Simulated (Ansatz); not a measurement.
CaSi2Sb2:

```
CELL_PARAMETERS angstrom
4.99739 0.00000 0.00000
-2.49870 4.32787 0.00000
0.00000 0.00000 5.86169
ATOMIC_POSITIONS crystal
Ca 0.00000 0.00000 0.00000
Si 0.33333 0.66667 0.25648
Si 0.66667 0.33333 0.74352
Sb 0.33333 0.66667 0.72240
Sb 0.66667 0.33333 0.27760
```

The cell was built by a generator and needn't be a form met in nature.

Base run:

| Item | Value |
| --- | --- |
| Program | Ansatz 0.2.0 |
| Functional | LDA |
| Potentials or basis | Ansatz PAW |
| Cutoff | 420 eV (not typed: the program's choice for these potentials) |
| k mesh | 5 × 5 × 4 |
| Occupations | fermi-dirac, width 0.05 eV |
| Spin | no spin polarisation |

Its results: band gap on the k mesh none (metal or under the smearing width); pressure -3.5 GPa; largest force 0.170 eV/Å.

Q: The run is repeated on the same cell with these changes: functional from LDA to PBEsol; spin from no spin polarisation to spin-orbit coupling, no magnetisation; potential files from those of the base run to others of the same set. What comes out?

A: Band gap on the k mesh none (metal or under the smearing width); pressure -2.2 GPa; largest force 0.142 eV/Å.

Several settings changed at once, so the effect can't be laid on one alone.

Caveats: the PAW data sets come from PBE, with cores solved anew for the run's functional, which leaves a small shift of forces and pressure; spin-orbit coupling is left out, which moves the levels of the heavy elements (some runs).
